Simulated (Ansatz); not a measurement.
**BiTe under changes of volume**

One of the cells (33.725 Å³/atom); the others are scaled copies at fixed shape and fractional positions:

```
Bi Te
1.0
     2.42271    1.39875    3.31729
    -2.42271    1.39875    3.31729
     0.00000   -2.79750    3.31729
Bi Te
1 1
Direct
  0.50000 0.50000 0.50000
  0.00000 0.00000 0.00000
```

The cell comes from a database or a generator and needn't be the stable form of this composition.

- Program: Ansatz 0.2.0
- Functional: r2SCAN
- Potentials or basis: Ansatz PAW
- Cutoff: 500 eV (not typed: the program's choice for these potentials)
- k mesh: 7 × 7 × 7
- Occupations: fermi-dirac, width 0.05 eV
- Spin: no spin polarisation

```tsv
volume (Å³/atom)	energy over the lowest point (meV/atom)	pressure (GPa)
31.701	13.57	2.9
32.376	4.22	1.6
33.050	0.00	0.4
33.725	0.38	-0.6
34.399	4.89	-1.5
35.074	13.09	-2.4
35.748	?	?
```

Q: What does the run at 35.748 Å³/atom give?

A: Energy over the lowest point 24.59 meV/atom; pressure -3.1 GPa.

Worked out: A Birch-Murnaghan fit of order 3 (a polynomial in V^(-2/3)) to the other rows has its minimum at 33.33 Å³/atom with B0 = V·E''(V) = 52 GPa and B' = 4.4 at fixed shape and positions, which overstates the stiffness. It gives 24.60 meV/atom at 35.748 Å³/atom, against the run's 24.59, and -dE/dV = -3.1 GPa, against -3.1.

Energies are extrapolated to zero smearing.

Caveats: the PAW data sets come from PBE, with cores solved anew for the run's functional, which leaves a small shift of forces and pressure.
